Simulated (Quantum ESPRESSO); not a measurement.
# Cd2S (P3m1) in Quantum ESPRESSO: settings compared, part 2 of 2

Quantum ESPRESSO 7.5.

### 3 Single point, LDA, 24.75 Å³/atom

pw.in

```
&CONTROL
  calculation = 'scf'
  prefix = 'pwscf'
  outdir = './tmp'
  pseudo_dir = './pseudo'
  tstress = .true.
  disk_io = 'nowf'
/
&SYSTEM
  ibrav = 0
  nat = 3
  ntyp = 2
  ecutwfc = 45
  ecutrho = 360
  nbnd = 22
  occupations = 'smearing'
  smearing = 'fd'
  degauss = 0.00367493
/
&ELECTRONS
  conv_thr = 6d-10
  electron_maxstep = 120
  mixing_beta = 0.5
/
ATOMIC_SPECIES
Cd   112.4140 cd_lda_v1.uspp.F.UPF
S     32.0600 s_lda_v1.4.uspp.F.UPF
CELL_PARAMETERS angstrom
   3.8817765334    0.0000000000    0.0000000000
  -1.9408882667    3.3617170898    0.0000000000
   0.0000000000    0.0000000000    5.6906037861
ATOMIC_POSITIONS crystal
Cd     0.3333333333    0.6666666667    0.9327170000
Cd     0.6666666667    0.3333333333    0.5787350000
S      0.3333333333    0.6666666667    0.3657050000
K_POINTS automatic
8 8 5 0 0 0
```

Potentials or basis: GBRV 1.5 LDA.

The run is started by

```sh
OMP_NUM_THREADS=1 mpirun -n 2 pw.x -nk 2 -in pw.in > pw.out
```

pw.out:

```text
This program is part of the open-source Quantum ESPRESSO suite
     for quantum simulation of materials; please cite
         "P. Giannozzi et al., J. Phys.:Condens. Matter 21 395502 (2009);
         "P. Giannozzi et al., J. Phys.:Condens. Matter 29 465901 (2017);
         "P. Giannozzi et al., J. Chem. Phys. 152 154105 (2020);
     in publications or presentations arising from this work. More details at

     Message from routine setup:
     using ibrav=0 with symmetry is DISCOURAGED, use correct ibrav instead

     K-points division:     npool     =       2
     Subspace diagonalization in iterative solution of the eigenvalue problem:
     a serial algorithm will be used

     G-vector sticks info
     --------------------
     sticks:   dense  smooth     PW     G-vecs:    dense   smooth      PW
     Sum        1345     673    199                57821    20457    3307

     Using Slab Decomposition

[... 223 lines left out ...]
     ethr =  1.36E-11,  avg # of iterations =  5.5

     negative rho (up, down):  4.078E-02 0.000E+00

     End of self-consistent calculation

          k = 0.0000 0.0000 0.0000 (  2549 PWs)   bands (ev):

    -6.0786  -1.5525  -1.5525  -1.4858  -1.4858  -1.3781  -1.2242  -1.1222
    -1.1222  -0.7416  -0.7416   2.1698   2.9444   6.1832   6.1832  10.0415
    11.9920  13.6832  13.6832  15.3595  15.3595  16.9580
[... 231 lines left out ...]
    -5.5420  -1.7863  -1.5493  -1.4621  -1.3566  -1.2027  -1.1545  -1.0899
    -0.9177  -0.8124  -0.5812   2.5445   3.0820   5.0162   6.1008   8.2291
    10.2186  11.1387  12.7589  13.3597  15.6172  16.1322

     the Fermi energy is     6.9284 ev

!    total energy              =    -253.16308998 Ry
     estimated scf accuracy    <          1.5E-10 Ry
     smearing contrib. (-TS)   =      -0.00013213 Ry
     internal energy E=F+TS    =    -253.16295784 Ry

     The total energy is F=E-TS. E is the sum of the following terms:
     one-electron contribution =     -69.04519441 Ry
     hartree contribution      =      58.88065424 Ry
     xc contribution           =     -86.29004273 Ry
     ewald contribution        =    -156.70837494 Ry

     convergence has been achieved in  11 iterations

     Computing stress (Cartesian axis) and pressure

     negative rho (up, down):  4.078E-02 0.000E+00
          total   stress  (Ry/bohr**3)                   (kbar)     P=      -22.24
  -0.00014638  -0.00000000   0.00000000          -21.53       -0.00        0.00
   0.00000000  -0.00014638   0.00000000            0.00      -21.53        0.00
   0.00000000   0.00000000  -0.00016074            0.00        0.00      -23.65

=------------------------------------------------------------------------------=
   JOB DONE.
=------------------------------------------------------------------------------=
```

It took 29 s on 2 MPI ranks of Arm Neoverse V1, shared host; peak memory 0.34 GiB.

Results:

```yaml
Free_energy: -3444.4593 eV
Pressure: -2.2 GPa
Band_gap_on_the_k_mesh: 0.22 eV, indirect (least direct gap 0.59 eV)
```

Caveat: an odd mesh through Γ misses points on the zone boundary, where band edges often lie.

### 4 Single point, LDA, 25.28 Å³/atom

Edit pw.in of step 3 so:

```diff
@@ -28,5 +28,5 @@
 CELL_PARAMETERS angstrom
-   3.8817765334    0.0000000000    0.0000000000
-  -1.9408882667    3.3617170898    0.0000000000
-   0.0000000000    0.0000000000    5.6906037861
+   3.9091138886    0.0000000000    0.0000000000
+  -1.9545569443    3.3853919338    0.0000000000
+   0.0000000000    0.0000000000    5.7306797810
 ATOMIC_POSITIONS crystal
```

The run is started by

```sh
OMP_NUM_THREADS=1 mpirun -n 2 pw.x -nk 2 -in pw.in > pw.out
```

Run time: 30 s. Hardware: 2 MPI ranks of Arm Neoverse V1, shared host; peak memory 0.34 GiB.

The run converged. Its results:

* Free energy: -3444.4330 eV
* Pressure: -3.2 GPa
* Band gap on the k mesh: 0.22 eV, indirect (least direct gap 0.58 eV)

Caveat: an odd mesh through Γ misses points on the zone boundary, where band edges often lie.

### 5 Single point, LDA, 25.81 Å³/atom

Edit pw.in of step 4 so:

```diff
@@ -28,5 +28,5 @@
 CELL_PARAMETERS angstrom
-   3.9091138886    0.0000000000    0.0000000000
-  -1.9545569443    3.3853919338    0.0000000000
-   0.0000000000    0.0000000000    5.7306797810
+   3.9360741467    0.0000000000    0.0000000000
+  -1.9680370733    3.4087402022    0.0000000000
+   0.0000000000    0.0000000000    5.7702029595
 ATOMIC_POSITIONS crystal
```

The run is started by

```sh
OMP_NUM_THREADS=1 mpirun -n 2 pw.x -nk 2 -in pw.in > pw.out
```

Run time: 31 s. Hardware: 2 MPI ranks of Arm Neoverse V1, shared host; peak memory 0.36 GiB.

Results (log left out):

- Free energy: -3444.3980 eV
- Pressure: -4.0 GPa
- Band gap on the k mesh: 0.23 eV, indirect (least direct gap 0.57 eV)

Caveat: an odd mesh through Γ misses points on the zone boundary, where band edges often lie.

### 6 Single point, LDA, 26.33 Å³/atom

Edit pw.in of step 5 so:

```diff
@@ -28,5 +28,5 @@
 CELL_PARAMETERS angstrom
-   3.9360741467    0.0000000000    0.0000000000
-  -1.9680370733    3.4087402022    0.0000000000
-   0.0000000000    0.0000000000    5.7702029595
+   3.9626700490    0.0000000000    0.0000000000
+  -1.9813350245    3.4317729293    0.0000000000
+   0.0000000000    0.0000000000    5.8091920000
 ATOMIC_POSITIONS crystal
```

Potentials or basis: GBRV 1.5 LDA.

The run is started by

```sh
OMP_NUM_THREADS=1 mpirun -n 2 pw.x -nk 2 -in pw.in > pw.out
```

Run time: 31 s. Hardware: 2 MPI ranks of Arm Neoverse V1, shared host; peak memory 0.36 GiB.

The run converged. Its results:

- Free energy: -3444.3553 eV
- Pressure: -4.7 GPa
- Band gap on the k mesh: 0.25 eV, indirect (least direct gap 0.57 eV)

Caveat: an odd mesh through Γ misses points on the zone boundary, where band edges often lie.

### 7 Single point, LDA, 26.86 Å³/atom

Edit pw.in of step 6 so:

```diff
@@ -28,5 +28,5 @@
 CELL_PARAMETERS angstrom
-   3.9626700490    0.0000000000    0.0000000000
-  -1.9813350245    3.4317729293    0.0000000000
-   0.0000000000    0.0000000000    5.8091920000
+   3.9889136618    0.0000000000    0.0000000000
+  -1.9944568309    3.4545005647    0.0000000000
+   0.0000000000    0.0000000000    5.8476645914
 ATOMIC_POSITIONS crystal
```

The run is started by

```sh
OMP_NUM_THREADS=1 mpirun -n 2 pw.x -nk 2 -in pw.in > pw.out
```

It took 38 s on 2 MPI ranks of Arm Neoverse V1, shared host; peak memory 0.36 GiB.

It converged, with:

```yaml
Free_energy: -3444.3058 eV
Pressure: -5.4 GPa
Band_gap_on_the_k_mesh: 0.27 eV, indirect (least direct gap 0.57 eV)
```

Caveat: an odd mesh through Γ misses points on the zone boundary, where band edges often lie.

### 8 Single point, LDA, 27.39 Å³/atom

Edit pw.in of step 7 so:

```diff
@@ -28,5 +28,5 @@
 CELL_PARAMETERS angstrom
-   3.9889136618    0.0000000000    0.0000000000
-  -1.9944568309    3.4545005647    0.0000000000
-   0.0000000000    0.0000000000    5.8476645914
+   4.0148164244    0.0000000000    0.0000000000
+  -2.0074082122    3.4769330151    0.0000000000
+   0.0000000000    0.0000000000    5.8856375034
 ATOMIC_POSITIONS crystal
```

The run is started by

```sh
OMP_NUM_THREADS=1 mpirun -n 2 pw.x -nk 2 -in pw.in > pw.out
```

Run time: 38 s. Hardware: 2 MPI ranks of Arm Neoverse V1, shared host; peak memory 0.38 GiB.

Results (log left out):

| Item | Value |
| --- | --- |
| Free energy | -3444.2505 eV |
| Pressure | -5.9 GPa |
| Band gap on the k mesh | 0.29 eV, indirect (least direct gap 0.58 eV) |

Caveat: an odd mesh through Γ misses points on the zone boundary, where band edges often lie.

### 9 Single point, LDA, 27.91 Å³/atom

Edit pw.in of step 8 so:

```diff
@@ -28,5 +28,5 @@
 CELL_PARAMETERS angstrom
-   4.0148164244    0.0000000000    0.0000000000
-  -2.0074082122    3.4769330151    0.0000000000
-   0.0000000000    0.0000000000    5.8856375034
+   4.0403891930    0.0000000000    0.0000000000
+  -2.0201945965    3.4990796824    0.0000000000
+   0.0000000000    0.0000000000    5.9231266511
 ATOMIC_POSITIONS crystal
```

Potentials or basis: GBRV 1.5 LDA.

The run is started by

```sh
OMP_NUM_THREADS=1 mpirun -n 2 pw.x -nk 2 -in pw.in > pw.out
```

It took 38 s on 2 MPI ranks of Arm Neoverse V1, shared host; peak memory 0.38 GiB.

The run converged. Its results:

```
Free energy            : -3444.1901 eV
Pressure               : -6.4 GPa
Band gap on the k mesh : 0.31 eV, indirect (least direct gap 0.58 eV)
```

Caveat: an odd mesh through Γ misses points on the zone boundary, where band edges often lie.

### 10 Equation of state, LDA

This step only gathers the single runs of the series.

Results:

```
Equilibrium volume                        : 23.75 Å³/atom (rough: see the caveat)
Bulk modulus at fixed shape and positions : 58 GPa (rough)
```

Energy against volume, from the lowest point:
| volume (Å³/atom) | energy (meV/atom) |
| --- | --- |
| 24.753 | 0.00 |
| 25.280 | 8.76 |
| 25.806 | 20.44 |
| 26.333 | 34.67 |
| 26.860 | 51.16 |
| 27.386 | 69.60 |
| 27.913 | 89.75 |

Caveat: the minimum lies outside the volumes run; the cell was scaled at fixed shape and fractional positions, which overstates the stiffness of a crystal with free parameters, most of all of layers and chains.

### 11 The reference run

An earlier run on the cell as given: functional PBEsol; potentials or basis GBRV 1.5 PBEsol; cutoff 612 eV; density cutoff 4898 eV; k mesh 8 × 8 × 5; occupations fermi-dirac, width 0.05 eV; no spin polarisation.

* Pressure: -2.8 GPa
* Largest force: 0.114 eV/Å
* Band gap on the k mesh: 0.23 eV, indirect (least direct gap 0.56 eV)

### 12 Overview

| task | level | potentials or basis | form of the LDA correlation | pressure (GPa) | largest force (eV/Å) |
| --- | --- | --- | --- | --- | --- |
| band structure | PBEsol | GBRV 1.5 PBEsol | - | -2.8 | 0.11 |
| equation of state | LDA | GBRV 1.5 LDA | PZ81 | - | - |
| single point | PBEsol | GBRV 1.5 PBEsol | - | -2.8 | 0.11 |

Alike in all rows: no spin polarisation; cell as given; k mesh 8 × 8 × 5; cutoff (eV) 612; smearing fermi-dirac 0.05 eV.

Caveats: the minimum lies outside the volumes run (some runs); the cell was scaled at fixed shape and fractional positions, which overstates the stiffness of a crystal with free parameters, most of all of layers and chains (some runs); an odd mesh through Γ misses points on the zone boundary, where band edges often lie (some runs).

Total energies depend on the potentials used, so only differences within one code and one set of settings carry meaning.
